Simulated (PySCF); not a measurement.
# [Ce(H2S)2]3+: other functionals and bases at one geometry

One table from this session's results is given with a row withheld; the runs are named, their logs left out.

Computed with PySCF 2.14.0. Level: several levels, as the steps say, no spin–orbit coupling.

2 further runs of the same task are left out: 1 for a known fault of the program, 1 that didn't finish.

## The starting structure

7 atoms, charge 3, spin multiplicity 1.

Bond lengths: Ce1–S2 2.926 Å, Ce1–S5 2.926 Å, S2–H3 1.370 Å, S2–H4 1.369 Å, S5–H6 1.370 Å, S5–H7 1.369 Å. Angles: S2–Ce1–S5 104.2°, Ce1–S2–H3 109.3°, Ce1–S2–H4 109.6°, H3–S2–H4 97.1°, Ce1–S5–H6 109.3°, Ce1–S5–H7 109.6°, H6–S5–H7 97.1°.

Geometry (Å):

```xyz
7
charge 3, multiplicity 1
Ce    1.3926    0.0000    0.0000
S    -0.4042    0.1354    2.3049
H     0.3377    0.2025    3.4544
H    -0.9540    1.3870    2.3856
S    -0.4042   -0.1354   -2.3049
H     0.3377   -0.2025   -3.4544
H    -0.9540   -1.3870   -2.3856
```

Formal oxidation states: Ce +3. Each metal's 1 4f electrons lie in its core potential, so multiplicities, spins and levels count the valence alone. An earlier session relaxed this geometry at PBE0, Ce lcecp-1-SVP with ECP47, S def2-SVP, H def2-SVP (singlet, point group C2).

At PBE0 on the finer grid: E = -829.298265 Eh, HOMO -22.24 eV, LUMO -17.81 eV, Mulliken charge on Ce1 +2.02 e, largest force component 0.005 eV/Å. 

Levels to run: M06-L; PBE; HF; BP86; PBE0, TZVP. Hardware: 2 threads of Arm Neoverse V2, shared host.

Set-up of the first run:

run.py (the lines that set the calculation)

```python
mol = gto.M(atom='''
Ce     1.39256     0.00000     0.00000
S     -0.40420     0.13541     2.30489
H      0.33770     0.20251     3.45439
H     -0.95400     1.38703     2.38563
S     -0.40420    -0.13541    -2.30489
H      0.33770    -0.20251    -3.45439
H     -0.95400    -1.38703    -2.38563''',
    basis={'Ce': 'lcecp-1-SVP', 'S': 'def2-SVP', 'H': 'def2-SVP'},
    ecp={'Ce': 'lcecp-1-SVP'},
    charge=3, spin=0)
mf = dft.RKS(mol, xc='M06L')
mf.grids.atom_grid = (75, 302)  # f atoms: unpruned, at least (60, 302)
mf = mf.density_fit()  # fitting sets: Ce AutoAux, S def2-universal-JKFIT, H def2-universal-JKFIT
mf.conv_tol = 1e-08; mf.max_cycle = 55
mf.kernel(dm0)  # dm0: the density of the relaxed state
```

Launch:

```
$ OMP_NUM_THREADS=2 python run.py
```

Steps of the session up to this table: M06-L; PBE; HF; BP86; PBE0, TZVP.

One table of the session follows, with a row left open; its other results are not shown here.

| level | HOMO (eV) | gap (eV) | charge on Ce1 (e) | dipole (D) | largest force component (eV/Å) |
| --- | --- | --- | --- | --- | --- |
| PBE0 (relaxed here) | -22.24 | 4.43 | 2.02 | 1.30 | 0.00 |
| M06-L | -21.30 | 3.12 | 2.11 | 1.55 | 0.18 |
| PBE | ? | ? | ? | ? | ? |
| HF | -24.77 | 10.37 | 2.23 | 2.61 | 0.81 |
| BP86 | -21.22 | 2.55 | 1.93 | 0.75 | 0.31 |
| PBE0, TZVP | -22.16 | 4.52 | 2.11 | 0.87 | 0.23 |

Estimate the missing values for PBE.

**Answer.** HOMO (eV): -21.13; gap (eV): 2.51; charge on Ce1 (e): 1.92; dipole (D): 0.70; largest force component (eV/Å): 0.30. In the column «HOMO (eV)» it is the highest.

The dipole of a charged species depends on the origin, so these sizes hold for this origin alone.

In one basis the HOMO–LUMO gap runs from 2.51 eV (PBE) to 10.37 eV (HF). The largest leftover force, 0.81 eV/Å with HF, stands at a geometry relaxed at another level. With 4f in the core, its levels are missing from HOMO and gap, and its count is fixed, so no charge can pass from the ligands into it. Total energies of different levels can't be compared.
